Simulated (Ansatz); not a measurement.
# WF (sextet): the correlation ladder, def2-TZVPP

One table from this session's results is given with a row withheld; the runs are named, their logs left out.

Program: Ansatz 0.2.0, Gaussian basis. Level of theory: def2-TZVPP, core rule «outside noble gas», up to 5 orbitals frozen. These are calculated values, not measurements.

Plan: UHF; ROHF; CCSD(T) on UHF.

**What is computed**

The geometry is a PBE0/def2-TZVP stationary point (not a proven minimum) of the parent state, kept for this charge and spin. No spin-orbit coupling is included. Elements past krypton take def2 core potentials.

2 atoms, charge 0, spin multiplicity 6.

Atoms are counted from 1 here; the program's logs count them from 0.

Bond lengths: W1–F2 1.838 Å.

The first run:

Input file in.yaml:

```yaml
crystal:
  periodic: [false, false, false]
  atoms:
    - {symbol: W, position_ang: [0.000000, 0.000000, 0.000000]}
    - {symbol: F, position_ang: [0.000000, 0.000000, 1.838237]}
basis:
  gaussian: {orbitals: def2-TZVPP}
magnetization: {spin_polarized: true, initial_magnetization: 5}
hamiltonian: {xc: hf}
output: {orbitals: {seedname: orbitals}}
```

On the command line:

```
$ ansatz run in.yaml --threads 1 --pin off --events-out ev --progress --plain --max-ram 2816MiB --backend cpu
```

Steps of the session up to this table: UHF; ROHF; CCSD(T) on UHF.

One of the session's tables, all rows but one given; the rest of the session is left out.

| method | from UCCSD(T) (meV) |
| --- | --- |
| ROHF | +10004.1 |
| UHF | +9840.5 |
| UMP2 | ? |
| UCCSD | +315.0 |
| UCCSD(T) | 0 |

Estimate the missing values for UMP2.

As computed: from UCCSD(T) (meV): +443.7. In the column «from UCCSD(T) (meV)» it lies between UCCSD (+315.0) and UHF (+9840.5).
